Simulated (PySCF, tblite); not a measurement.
# C₇H₁₂B₂: geometry, infrared bands and NMR shifts

Aim: predict the infrared bands and NMR shifts of C₇H₁₂B₂ (`BC[C@@H]1[C@@H](B)[C@@H]1C#CC`).

Programs: tblite 0.8.0 and PySCF 2.14.0, with density-fitted response routines of our own. Each step states its level of theory. These are calculated values for one molecule in the gas phase, unless marked as measured. Atoms are numbered from 0 throughout.

### Step 1. The molecule as given

21 atoms, charge 0, multiplicity 1; geometry from: force field or distance geometry start.

Bonds of the start (Å): B0–C1 1.59, C1–C2 1.50, C2–C3 1.49, C3–B4 1.59, C3–C5 1.51, C5–C6 1.47, C6–C7 1.20, C7–C8 1.46, C5–C2 1.50, B0–H9 1.20, B0–H10 1.19, C1–H11 1.10, C1–H12 1.11, C2–H13 1.13, C3–H14 1.10, B4–H15 1.19, B4–H16 1.19, C5–H17 1.12, C8–H18 1.12, C8–H19 1.12, C8–H20 1.12.

### Step 2. Geometry optimisation with GFN2-xTB

The job: settings as JSON, then the geometry in Å.

```
{"job": {"kind": "relax", "xc": "GFN2-xTB", "basis": "xTB"}, "charge": 0, "multiplicity": 1}
B     -1.878500     1.941100     0.279800
C     -0.878500     1.196500    -0.714600
C     -1.087500    -0.278000    -0.575700
C     -0.917600    -0.974600     0.726500
B     -2.020800    -2.081400     1.028600
C      0.073900    -1.202500    -0.383100
C      1.383200    -0.551200    -0.286800
C      2.460900    -0.029900    -0.216200
C      3.786900     0.585100    -0.130100
H     -2.703900     1.248800     0.808200
H     -2.204400     3.044300    -0.022800
H      0.145500     1.541100    -0.492600
H     -1.193300     1.490400    -1.734500
H     -1.945900    -0.662800    -1.199300
H     -0.549100    -0.449300     1.622100
H     -3.172900    -1.803500     0.988400
H     -1.766500    -3.081200     1.618000
H      0.013700    -2.129400    -1.000100
H      3.895200     1.207900     0.788500
H      4.583500    -0.202500    -0.064000
H      3.967100     1.208100    -1.040600
```

On the command line:

```sh
$ OMP_NUM_THREADS=1 python probes_run.py task.json out
```

This one command runs all jobs of the session in turn.

**Question.** This job is followed by: GFN2-xTB harmonic vibrations, gas phase; GIAO PBE0/pcSseg-1 NMR shielding, non-relativistic, gas phase. What will the session give for the following? strongest single infrared mode (GFN2-xTB); zero-point energy (GFN2-xTB); 13C shifts against TMS (PBE0/pcSseg-1); 1H shifts against TMS (PBE0/pcSseg-1, means over atoms taken as alike); 11B shifts against BF3·OEt2 (PBE0/pcSseg-1); surface potential, 1st and 99th percentile.

As calculated:

| quantity | value |
| --- | --- |
| strongest single infrared mode (GFN2-xTB) | 878 cm⁻¹, 185 km/mol |
| zero-point energy (GFN2-xTB) | 103.2 kcal/mol |
| 13C shifts against TMS (PBE0/pcSseg-1) | 86.5, 86.1, 41.1, 37.9, 37.5, 26.0, 5.1 ppm |
| 1H shifts against TMS (PBE0/pcSseg-1, means over atoms taken as alike) | 8.13, 7.25, 2.59, 2.28, 2.06, 2.05, 1.74, 0.99 ppm |
| 11B shifts against BF3·OEt2 (PBE0/pcSseg-1) | 93.5, 82.8 ppm |
| surface potential, 1st and 99th percentile | -0.81 V and 1.45 V |

Over 104 steps the energy fell by 0.946 eV; of the close pairs, C3–B4 changed most, 1.592 to 1.530 Å. All 57 modes are real, so the xTB geometry is a minimum. The strongest single mode, at 878 cm⁻¹, has its largest shares on H9, B0, C3 and H10 (the list is cut at 4 atoms). Unscaled tight-binding wavenumbers are off by several per cent, some by more. Its intensities can rank the bands wrongly. At PBE0/pcSseg-1: The largest span, 266 ppm, is at C6, where the paramagnetic term is -154 ppm. By nearest atom (PBE0/pcSseg-1), the HOMO sits on C7 32 %; C6 24 % and the LUMO on B0 52 %; H9, H10 about 15 % each.
